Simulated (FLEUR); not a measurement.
## TiB2: equation of state with LDA

The system is TiB2.

```
Ti B
1.0
     3.02920    0.00000    0.00000
    -1.51460    2.62336    0.00000
     0.00000    0.00000    3.22840
Ti B
1 2
Direct
  0.00000 0.00000 0.00000
  0.66667 0.33333 0.50000
  0.33333 0.66667 0.50000
```

```yaml
Program: FLEUR MaX-R8.1 (later development tree)
Task: equation of state
Functional: LDA
Potentials_or_basis: all-electron
Basis: FLAPW
Kmax: 4.86 1/bohr
k_mesh: 10 × 10 × 8
Occupations: fermi-dirac, width 0.05 eV
Spin: no spin polarisation
```

```
Equilibrium volume                        : 8.18 Å³/atom
Bulk modulus at fixed shape and positions : 282 GPa
Pressure derivative of the bulk modulus   : 3.9 (rough: it moves with the points fitted)
```

Energy against volume, from the lowest point:
| volume (Å³/atom) | energy (meV/atom) |
| --- | --- |
| 8.039 | 2.26 |
| 8.210 | 0.00 |
| 8.552 | 13.48 |
| 8.894 | 47.20 |
| 9.065 | 70.47 |

Caveat: the cell was scaled at fixed shape and fractional positions, which overstates the stiffness of a crystal with free parameters, most of all of layers and chains.
